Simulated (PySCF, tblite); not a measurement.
# C₈H₁₃FO: geometry, infrared bands, NMR shifts and electronic excitations

Wanted: the infrared bands, NMR shifts and electronic excitations of C₈H₁₃FO (`COC1(F)CC2(CCC2)C1`), by calculation.

Computed with tblite 0.8.0 and PySCF 2.14.0, with density-fitted response routines of our own, on a single molecule in the gas phase. Atoms count from 0, in the outputs and in this text.

## Step 1: Starting geometry

23 atoms, charge 0, multiplicity 1; geometry from: force field or distance geometry start.

Bonds of the start (Å): C0–O1 1.38, O1–C2 1.37, C2–F3 1.37, C2–C4 1.53, C4–C5 1.47, C5–C6 1.48, C6–C7 1.52, C7–C8 1.52, C5–C9 1.48, C9–C2 1.52, C8–C5 1.47, C0–H10 1.12, C0–H11 1.12, C0–H12 1.12, C4–H13 1.09, C4–H14 1.11, C6–H15 1.12, C6–H16 1.10, C7–H17 1.12, C7–H18 1.09, C8–H19 1.12, C8–H20 1.11, C9–H21 1.09, C9–H22 1.11.

## Step 2: Relaxing the molecule with GFN2-xTB

Job settings and geometry (Å):

```
{"job": {"kind": "relax", "xc": "GFN2-xTB", "basis": "xTB"}, "charge": 0, "multiplicity": 1}
C      3.247600     0.514400    -0.436900
O      2.212700    -0.190800    -1.024700
C      1.272900    -0.597900    -0.117500
F      1.678000    -1.407000     0.906000
C      0.020500    -1.100700    -0.841900
C     -0.762300    -0.169200    -0.008700
C     -1.677700    -0.737500     1.001700
C     -2.599900     0.442700     0.730700
C     -1.862600     0.607900    -0.587700
C      0.448200     0.566200     0.418200
H      2.920100     1.451700     0.071100
H      3.973900     0.835300    -1.221300
H      3.761600    -0.162400     0.299600
H     -0.231700    -2.147700    -0.687800
H     -0.035900    -0.795000    -1.912200
H     -2.152500    -1.671400     0.600600
H     -1.343600    -0.843100     2.046400
H     -3.666500     0.122500     0.617500
H     -2.437400     1.319000     1.363200
H     -1.703200     1.700500    -0.759200
H     -2.369500     0.111000    -1.438500
H      0.650700     0.718800     1.476100
H      0.652000     1.459300    -0.211500
```

On the command line:

```sh
OMP_NUM_THREADS=1 python probes_run.py task.json out
```

One launch serves the whole session: the jobs run in the order shown.

**Question.** This job is followed by: GFN2-xTB harmonic vibrations, gas phase; PBE0-D3(BJ)/def2-SVP geometry optimisation, gas phase; GIAO PBE0/pcSseg-1 NMR shielding, non-relativistic, gas phase; TDDFT B3LYP/def2-SVPD, vertical, gas phase, core orbitals frozen in the response; GIAO wB97X-D/pcSseg-1 NMR shielding, non-relativistic, gas phase. Predict these results of the whole session: strongest single infrared mode (GFN2-xTB); zero-point energy (GFN2-xTB); point group; rotational constants (main isotopes); 13C shifts against TMS (PBE0/pcSseg-1, means over atoms taken as alike); 1H shifts against TMS (PBE0/pcSseg-1, means over atoms taken as alike); 17O shifts against H2O (PBE0/pcSseg-1); 19F shifts against CFCl3 (PBE0/pcSseg-1); surface potential, 1st and 99th percentile; lowest singlet (B3LYP/def2-SVPD); brightest single state of those computed; lowest triplet; vertical ionisation energy (ΔSCF); range of the shift of F3.

**Answer**, as computed:

```
                                                               quantity                                          value
                              strongest single infrared mode (GFN2-xTB)                          1282 cm⁻¹, 124 km/mol
                                           zero-point energy (GFN2-xTB)                                 121.9 kcal/mol
                                                            point group                                             C1
                                   rotational constants (main isotopes)                           3.36, 0.81, 0.76 GHz
13C shifts against TMS (PBE0/pcSseg-1, means over atoms taken as alike)  112.4, 49.3, 46.9, 37.3, 34.8, 33.3, 18.1 ppm
 1H shifts against TMS (PBE0/pcSseg-1, means over atoms taken as alike)         3.23, 2.21, 2.00, 1.98, 1.83, 1.80 ppm
                                 17O shifts against H2O (PBE0/pcSseg-1)                                       86.7 ppm
                               19F shifts against CFCl3 (PBE0/pcSseg-1)                                     -145.2 ppm
                                  surface potential, 1st and 99th percentile                             -1.26 V and 0.75 V
                                       lowest singlet (B3LYP/def2-SVPD)                    7.25 eV (171 nm), f = 0.002
                               brightest single state of those computed                    state 4, 7.94 eV, f = 0.064
                                                         lowest triplet                                        7.17 eV
                                      vertical ionisation energy (ΔSCF)                                        9.62 eV
                                               range of the shift of F3                           -145.2 to -138.8 ppm
```

**Reading.** The optimisation took 118 steps and gained 0.913 eV; among the close pairs (by a distance rule), C5–C8 changed most, from 1.466 to 1.535 Å (GFN2-xTB). No mode is imaginary among the 63: a minimum at this level. The strongest single mode, at 1282 cm⁻¹, is spread over many atoms; the largest shares are those of C2, C4. GFN2-xTB is a fitted tight-binding method: band positions and strengths are rough. Its intensities can rank the bands wrongly. The optimisation took 17 steps and gained 0.304 eV; among the close pairs (by a distance rule), C0–H12 changed most, from 1.038 to 1.102 Å (PBE0/def2-SVP). H10, H11, H12 (mean) (hydrogen on a methyl carbon bonded to O) lies farthest downfield among hydrogen, at 3.23 ppm; its carbon carries O, hence the downfield position. The first singlet state (HOMO→LUMO 0.82, HOMO→LUMO+1 0.16) lies at 7.25 eV and is weak; of the 10 states computed, the strongest absorption comes from state 4 at 7.94 eV. The lowest triplet lies 0.08 eV below the lowest singlet (triplets in Tamm-Dancoff, singlets in full TDDFT). ΔSCF puts the ionisation energy at 9.62 eV, 1.94 eV above −ε(HOMO). Across the 2 runs the shift of F3 moves most, between -145.2 (PBE0/pcSseg-1) and -138.8 ppm (wB97X-D/pcSseg-1).
